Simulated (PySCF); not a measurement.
# Ta3: other functionals and bases at one geometry

How far do other levels of theory move the description of Ta3, and what does each cost? It is a constructed species; whether it can be made isn't addressed.

Method: several levels, as the steps say, no spin–orbit coupling; program: PySCF 2.14.0.

2 further runs of the same task are left out: 1 for a known fault of the program, 1 set aside as unsound or not needed.

### Step 1. Starting geometry

3 atoms, charge 0, spin multiplicity 4.

Bond lengths: Ta1–Ta2 2.512 Å, Ta2–Ta3 2.288 Å. Angles: Ta1–Ta2–Ta3 180.0°.

Coordinates:

```xyz
3
charge 0, multiplicity 4
Ta    0.0000    0.0000    2.4370
Ta   -0.0001    0.0000   -0.0747
Ta    0.0000    0.0000   -2.3624
```

An earlier session relaxed this geometry at PBE0, Ta def2-SVP with ECP60 (quartet, point group C∞v).

At PBE0 on the finer grid: E = -170.619310 Eh, HOMO -4.69 eV, LUMO -2.35 eV (over both spins), ⟨S²⟩ = 5.123, Mulliken charge on Ta1 +0.21 e, largest force component 0.003 eV/Å. The state is spin-contaminated.

Levels to run: PBE; wB97X; CAM-B3LYP; B3LYP; PBE0, TZVP. Hardware: 2 threads of Intel Xeon Platinum 8259CL at 2.50GHz (Skylake/Cascade Lake), shared host.

### Step 2. PBE

Input file run.py (the lines that set the calculation):

```python
mol = gto.M(atom='''
Ta     0.00003    -0.00002     2.43702
Ta    -0.00007     0.00004    -0.07467
Ta     0.00003    -0.00002    -2.36236''',
    basis={'Ta': 'def2-SVP'},
    ecp={'Ta': 'def2-SVP'},
    charge=0, spin=3)
mf = dft.UKS(mol, xc='PBE')
mf.grids.atom_grid = (75, 302)
mf = mf.density_fit()  # fitting sets: Ta def2-universal-JKFIT
mf.conv_tol = 1e-08; mf.max_cycle = 55
mf.kernel(dm0)  # dm0: the density of the relaxed state
```

Started as:

```console
$ OMP_NUM_THREADS=2 python run.py
```

### Step 3. wB97X

Edit run.py (the lines that set the calculation) of step 2 so:

```diff
@@ -7,3 +7,3 @@
     charge=0, spin=3)
-mf = dft.UKS(mol, xc='PBE')
+mf = dft.UKS(mol, xc='WB97X')
 mf.grids.atom_grid = (75, 302)
```

### Step 4. CAM-B3LYP

Edit run.py (the lines that set the calculation) of step 3 so:

```diff
@@ -7,3 +7,3 @@
     charge=0, spin=3)
-mf = dft.UKS(mol, xc='WB97X')
+mf = dft.UKS(mol, xc='CAMB3LYP')
 mf.grids.atom_grid = (75, 302)
```

### Step 5. B3LYP

Edit run.py (the lines that set the calculation) of step 4 so:

```diff
@@ -7,3 +7,3 @@
     charge=0, spin=3)
-mf = dft.UKS(mol, xc='CAMB3LYP')
+mf = dft.UKS(mol, xc='B3LYP')
 mf.grids.atom_grid = (75, 302)
```

### Step 6. PBE0, TZVP

Basis: Ta def2-TZVP with ECP60. 

Input file run.py (the lines that set the calculation):

```python
mol = gto.M(atom='''
Ta     0.00003    -0.00002     2.43702
Ta    -0.00007     0.00004    -0.07467
Ta     0.00003    -0.00002    -2.36236''',
    basis={'Ta': 'def2-TZVP'},
    ecp={'Ta': 'def2-TZVP'},
    charge=0, spin=3)
mf = dft.UKS(mol, xc='PBE0')
mf.grids.atom_grid = (75, 302)
mf = mf.density_fit()  # fitting sets: Ta def2-universal-JKFIT
mf.conv_tol = 1e-08; mf.max_cycle = 55
mf.kernel(dm0)  # dm0: free metal ions and neutral atoms
```

**Question.** What will these runs give? Wanted: for each run, HOMO; gap; charge on Ta1; dipole; largest force.

The runs gave:

| level | state | HOMO (eV) | gap (eV) | charge on Ta1 (e) | dipole (D) | largest force (eV/Å) | basis functions | time |
| --- | --- | --- | --- | --- | --- | --- | --- | --- |
| PBE0 (relaxed here) | quartet | -4.69 | 2.34 | 0.21 | 0.56 | 0.00 | 96 | 28 s |
| PBE | quartet | -3.96 | 0.49 | 0.13 | 0.15 | 0.70 | 96 | 72 s |
| wB97X | quartet | -6.63 | 5.75 | 0.05 | 0.27 | 0.69 | 96 | 15 s |
| CAM-B3LYP | quartet | -5.64 | 4.23 | 0.13 | 0.41 | 0.36 | 96 | 11 s |
| B3LYP | quartet | -4.40 | 1.89 | 0.11 | 0.33 | 0.21 | 96 | 8 s |
| PBE0, TZVP | quartet | -4.64 | 2.06 | -0.04 | 0.23 | 1.07 | 120 | 80 s |

Times are on 2 threads of Intel Xeon Platinum 8259CL at 2.50GHz (Skylake/Cascade Lake), shared host; the first row also made further properties.

In one basis the HOMO–LUMO gap runs from 0.49 eV (PBE) to 5.75 eV (wB97X). The largest leftover force, 1.07 eV/Å with PBE0, TZVP, stands at a geometry relaxed at another level. The Mulliken charge on Ta spans -0.04 to +0.21 e over the levels. Total energies of different levels can't be compared. Spin–orbit coupling is left out throughout.
